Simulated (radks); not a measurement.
# Mo⁴⁺ in [Kr] 4d2: an all-electron calculation

The task here is to estimate one member of a computed series from the others.

The numbers are computed with radks (a radial shooting solver on a logarithmic mesh, Libxc functionals) version 1 (Dirac Kohn-Sham, B86b exchange with PBE correlation, spin-unpolarised, spherical densities, finite nucleus; open shells are shared between the two j in proportion to 2j + 1), except any that are marked as measured or tabulated.

## The system

```
element            : molybdenum (Z = 42)
charge             : +4
electrons          : 38
configuration      : [Kr] 4d2
nuclear rms radius : 4.4091 fm
```

The outer shells:

Mo⁴⁺
```
[Kr] core
4d [↑ ][↑ ][  ][  ][  ]
```

Set-up of the first run:

Settings of this run:

```text
Z 42
configuration [Kr] 4d2
relativity Dirac
functional b86_mgc,pbe
spin unpolarised
j_filling average
nucleus finite rms 4.4091 fm
c 137.035999084
```

One table of the session follows, with a row left open; its other results are not shown here.

It belongs to the step «Orbitals and density». Sizes of the orbitals, from the radial functions (bohr):

| level | <r> | outermost maximum (interpolated) | 90 % within | nodes |
| --- | --- | --- | --- | --- |
| 1s1/2 | 0.03516 | 0.0229 | 0.0630 | 0 |
| 2s1/2 | 0.1534 | 0.130 | 0.237 | 1 |
| 2p1/2 | 0.1307 | 0.101 | 0.214 | 0 |
| 2p3/2 | 0.1353 | 0.105 | 0.220 | 0 |
| 3s1/2 | 0.4285 | 0.384 | 0.633 | 2 |
| 3p1/2 | 0.4231 | 0.371 | 0.640 | 1 |
| 3p3/2 | ? | ? | ? | ? |
| 3d3/2 | 0.4128 | 0.321 | 0.660 | 0 |
| 3d5/2 | 0.4163 | 0.324 | 0.665 | 0 |
| 4s1/2 | 1.087 | 0.983 | 1.58 | 3 |
| 4p1/2 | 1.176 | 1.04 | 1.73 | 2 |
| 4p3/2 | 1.202 | 1.07 | 1.76 | 2 |
| 4d3/2 | 1.512 | 1.27 | 2.30 | 1 |
| 4d5/2 | 1.522 | 1.28 | 2.32 | 1 |

Q: Estimate the row for 3p3/2 from the others.

As computed: <r>: 0.4336; outermost maximum (interpolated): 0.380; 90 % within: 0.655; nodes: 1. In the column «<r>» it lies between 3s1/2 (0.4285) and 4s1/2 (1.087).

To keep in mind: Spin polarisation and multiplet splitting are left out.
